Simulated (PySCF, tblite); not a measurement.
# C5H7F3O: geometry, infrared bands and NMR shifts

Wanted: the infrared bands and NMR shifts of C5H7F3O (`CO[C@H](C)C(F)=C(F)F`), by calculation.

The runs use tblite 0.8.0 and PySCF 2.14.0, with density-fitted response routines of our own; the level of theory stands in each step. All values are computed, except where a source is named. Atoms are numbered from 0 throughout.

## Step 1: Starting geometry

16 atoms, charge 0, multiplicity 1; geometry from: force field or distance geometry start.

Bonds of the start (Å): C0–O1 1.42, O1–C2 1.45, C2–C3 1.54, C2–C4 1.50, C4–F5 1.36, C4–C6 1.33, C6–F7 1.36, C6–F8 1.36, C0–H9 1.09, C0–H10 1.10, C0–H11 1.10, C2–H12 1.11, C3–H13 1.08, C3–H14 1.10, C3–H15 1.08.

## Step 2: Optimising the geometry with GFN2-xTB

Job settings and geometry (Å):

```
{"job": {"kind": "relax", "xc": "GFN2-xTB", "basis": "xTB"}, "charge": 0, "multiplicity": 1}
C     -2.111200    -0.278300     0.409500
O     -1.231600    -0.027100    -0.678900
C      0.077200     0.406000    -0.236800
C      0.722600     1.105900    -1.442200
C      0.902300    -0.763800     0.199900
F      1.067000    -1.793100    -0.673400
C      1.494100    -0.838200     1.384800
F      1.363700     0.162900     2.289900
F      2.235500    -1.929300     1.706800
H     -1.750600    -1.077500     1.059300
H     -2.277400     0.635700     0.991700
H     -3.085200    -0.590600    -0.004200
H     -0.051600     1.152400     0.570500
H      0.114700     1.943100    -1.768800
H      1.718700     1.480500    -1.182600
H      0.804200     0.420400    -2.278000
```

Command:

```bash
OMP_NUM_THREADS=1 python probes_run.py task.json out
```

One launch serves the whole session: the jobs run in the order shown.

**Question.** This job is followed by: GFN2-xTB harmonic vibrations, gas phase; GIAO PBE0/pcSseg-1 NMR shielding, non-relativistic, gas phase. Predict these results of the whole session: strongest single infrared mode (GFN2-xTB); zero-point energy (GFN2-xTB); ¹³C shifts against TMS (PBE0/pcSseg-1); ¹H shifts against TMS (PBE0/pcSseg-1, means over atoms taken as alike); ¹⁷O shifts against H2O (PBE0/pcSseg-1); ¹⁹F shifts against CFCl3 (PBE0/pcSseg-1).

The runs gave:

| quantity | value |
| --- | --- |
| strongest single infrared mode (GFN2-xTB) | 1198 cm⁻¹, 200 km/mol |
| zero-point energy (GFN2-xTB) | 71.6 kcal/mol |
| ¹³C shifts against TMS (PBE0/pcSseg-1) | 168.1, 135.0, 76.7, 58.4, 19.2 ppm |
| ¹H shifts against TMS (PBE0/pcSseg-1, means over atoms taken as alike) | 4.08, 3.51, 1.53 ppm |
| ¹⁷O shifts against H2O (PBE0/pcSseg-1) | 44.7 ppm |
| ¹⁹F shifts against CFCl3 (PBE0/pcSseg-1) | -104.5, -124.1, -206.6 ppm |

Relaxing lowered the energy by 0.226 eV in 110 steps; the close pair that moved most is O1–C2, from 1.448 to 1.409 Å. No mode is imaginary among the 42: a minimum at this level. The strongest single mode, at 1198 cm⁻¹, moves mainly C6. Unscaled tight-binding wavenumbers are off by several per cent, some by more. Its intensities can rank the bands wrongly. H12 (hydrogen on an allylic sp3 CH bonded to O) lies farthest downfield among hydrogen, at 4.08 ppm; its carbon carries O, which withdraws density. At PBE0/pcSseg-1: The largest span, 131 ppm, is at F5, where the paramagnetic term is -95 ppm.
